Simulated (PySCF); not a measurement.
# C2H6CdS2 (Cd(SMe)2): the cost of one run

Programs: PySCF 2.14.0, with routines of our own; each step states its level. All values are computed. Atoms count from 0.

### Step 1. The starting structure

11 atoms, charge 0, multiplicity 1; geometry from: GFN1-xTB.

### Step 2. Relaxing the molecule at PBE0-D3(BJ)/def2-SVP

Job settings and geometry (Å):

```
{"job": {"xc": "PBE0", "basis": "def2-SVP", "d3": "d3bj", "grid": 1, "maxiter": 30, "shake": 0.03, "kind": "geom"}, "charge": 0, "multiplicity": 1}
Cd     0.078020    -0.057900     0.020350
S      0.027960    -0.103250     2.392530
C      0.675610    -1.724160     2.802140
H      0.233630    -2.529760     2.426940
H      0.714200    -1.783490     3.884850
H      1.753260    -1.814230     2.480430
S      0.024940     0.104420    -2.383250
C     -0.696930     1.727910    -2.846360
H     -1.773480     1.821580    -2.415750
H     -0.758880     1.730070    -3.890380
H     -0.180260     2.543300    -2.440610
```

The run is started by

```console
$ OMP_NUM_THREADS=1 python heavy_run.py task.json out
```

One launch serves the whole session: the jobs run in the order shown.

**Question.** How long does this first job take on 1 thread of Intel Xeon Platinum 8488C, shared host, and how much memory does it need?

About 96 s, with a peak of 0.53 GiB.
